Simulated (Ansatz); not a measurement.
# Ge2P: the cost of one run

Method: cc-pVDZ, core rule «outside noble gas», up to 33 orbitals frozen; program: Ansatz 0.2.0, Gaussian basis.

Plan: UHF; CCSD(T) on ROHF; BCCD(T) on ROHF; CISD as a restricted active space (open shells left free, so some higher excitations enter); CCSDT(Q) on ROHF; CCSDT(Q) on UHF; CASSCF and MRCISD+Q, 10 electrons in 11 orbitals; CASSCF and NEVPT2, 10 electrons in 11 orbitals.

28 further runs of the same task are left out: 15 that didn't finish, 13 set aside as unsound or not needed. Runs told in other sessions of the task aren't counted.

### Step 1. What is computed

The geometry is a PBE0/def2-TZVP stationary point (not a proven minimum) of the parent state, kept for this charge and spin. No spin-orbit coupling is included. The filled d shell of Ge may be among the frozen orbitals whatever the setting's name suggests.

3 atoms, charge 1, spin multiplicity 3.

Atoms are counted from 1 here; the program's logs count them from 0.

Bond lengths: Ge1–Ge2 2.630 Å, Ge1–P3 2.226 Å, Ge2–P3 2.226 Å. Angles: Ge2–Ge1–P3 53.8°, Ge1–Ge2–P3 53.8°, Ge1–P3–Ge2 72.4°.

Geometry (Å):

```
Ge    0.0000    0.3157    1.3149
Ge    0.0000    0.3157   -1.3149
P     0.0000   -1.4806    0.0000
```

### Step 2. UHF

Input file in.yaml:

```yaml
crystal:
  periodic: [false, false, false]
  atoms:
    - {symbol: Ge, position_ang: [0.000000, 0.315664, 1.314888]}
    - {symbol: Ge, position_ang: [0.000000, 0.315664, -1.314888]}
    - {symbol: P, position_ang: [0.000000, -1.480598, 0.000000]}
basis:
  gaussian: {orbitals: cc-pVDZ}
total_charge: 1
magnetization: {spin_polarized: true, initial_magnetization: 2}
hamiltonian: {xc: hf}
output: {orbitals: {seedname: orbitals}}
```

The run is started by

```bash
> ansatz run in.yaml --threads 1 --pin off --events-out ev --progress --plain --max-ram 2393MiB
```

Q: Estimate wall time and peak memory on 1 thread of Arm Neoverse V1, shared host.

About 35 s, with a peak of 0.26 GiB.
